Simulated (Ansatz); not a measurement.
# Sb2Au: the cost of one run

Computed with Ansatz 0.2.0 (DFT PBEsol, scalar-relativistic, plane waves, PAW).

1 further run of the same task is left out (set aside as unsound or not needed).

**1. The system as given**

The structure is cubic, space group Fm-3m (No. 225). The conventional cell has a = 6.881 Å, b = 6.881 Å, c = 6.881 Å, α = 90.00°, β = 90.00°, γ = 90.00°. Around Sb (site symmetry -43m) lie 4 Au at 2.98 Å. Au (site symmetry m-3m) is surrounded by 8 Sb at 2.98 Å.

Coordinates:

```xyz
3
Lattice="0.0000 3.4406 3.4406 3.4406 0.0000 3.4406 3.4406 3.4406 0.0000" Properties=species:S:1:pos:R:3 pbc="T T T"
Sb    1.7203    1.7203    1.7203
Sb    5.1610    5.1610    5.1610
Au    0.0000    0.0000    0.0000
```

This cell was relaxed beforehand with the same method: volume 27.15 Å³/atom, gap on the mesh none (metal).

**2. Relaxing with PBEsol**

Input file input.yaml:

```yaml
crystal:
  lattice:
    - [0.0, 3.4406337275, 3.4406337275]
    - [3.4406337275, 0.0, 3.4406337275]
    - [3.4406337275, 3.4406337275, 0.0]
  atoms:
    - { symbol: Sb, position: [0.25, 0.25, 0.25] }
    - { symbol: Sb, position: [0.75, 0.75, 0.75] }
    - { symbol: Au, position: [0.0, 0.0, 0.0] }
basis:
  ecutwfc: 420
kpoints:
  mp_grid: { grid: [10, 10, 10] }
hamiltonian:
  xc: pbesol
scf:
  occupations: { method: gaussian, width: 0.1 }
output:
  forces: true
  stress: true
  eigenvalues: true
relax:
  adjacent_minimum: "off"
  f_tol: 0.005
  max_steps: 50
  cell: { stress_tol: 0.05 }
```

Run with:

```sh
ansatz run input.yaml --threads 1 --pin off --max-ram 2560MiB --backend cpu --events-out ev --progress --plain --runs-dir out
```

**Question.** How long does this run take on 1 thread of Arm Neoverse V1, shared host, and how much memory does it need?

About 40 s, with a peak of 0.42 GiB.
